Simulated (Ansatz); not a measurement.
# K: a tetragonal deformation path

Aim: for K, look for other minima along a tetragonal path.

Computed with Ansatz 0.2.0 (DFT PBEsol, scalar-relativistic, plane waves, PAW, unless a step's input says otherwise).

## (1) The structure to begin with

Symmetry: Im-3m, No. 229, cubic system. Conventional cell: a = 5.236 Å, b = 5.236 Å, c = 5.236 Å, α = 90.00°, β = 90.00°, γ = 90.00°.

Coordinates:

```
K
1.0
    -2.61800    2.61800    2.61800
     2.61800   -2.61800    2.61800
     2.61800    2.61800   -2.61800
K
1
Direct
  0.00000 0.00000 0.00000
```

The cell is taken as given, not relaxed at this level.

## (2) The reference cell

The reference gives a free energy of -1516.0324 eV, pressure -0.04 GPa, largest force 0.000 eV/Å and gap on the mesh none (metal). It was computed beforehand with the settings of the runs below.

## (3) The scan: a tetragonal deformation path

At fixed volume and fractional coordinates, lengths along (0.000, 0.000, 1.000) are scaled against those across it; ρ is that ratio over its starting value.

## (4) ρ = 0.707

File input.yaml:

```yaml
crystal:
  lattice:
    - [-2.9387535784, 2.9387535784, 2.0776987799]
    - [2.9387535784, -2.9387535784, 2.0776987799]
    - [2.9387535784, 2.9387535784, -2.0776987799]
  atoms:
    - { symbol: K, position: [0.0, 0.0, 0.0] }
basis:
  ecutwfc: 420
kpoints:
  mp_grid: { grid: [14, 14, 14] }
hamiltonian:
  xc: pbesol
scf:
  occupations: { method: gaussian, width: 0.15 }
output:
  forces: true
  stress: true
  eigenvalues: true
  write_density: true
  write_potential: true
  elf: true
  volumetric_format: npy
```

On the command line:

```
$ ansatz run input.yaml --threads 1 --pin off --max-ram 2560MiB --backend cpu --events-out ev --progress --plain --runs-dir out
```

Further runs follow: At ρ = 1.414; At ρ = 0.850; At ρ = 1.200; At ρ = 0.780; ρ = 1.300; At ρ = 0.920; point ρ = 1.100; ρ = 0.650; At ρ = 1.500; point ρ = 0.960; point ρ = 1.050.

Before running it: what results should come out? Wanted: highest point.

**Answer**, as computed:

```
     quantity                       value
highest point  80.2 meV/atom at ρ = 0.650
```

What this shows: The energy drops below the reference, by 0.6 meV/atom at ρ = 1.414; the cell was taken as given and not relaxed at this level. No further minimum shows among the sampled points.
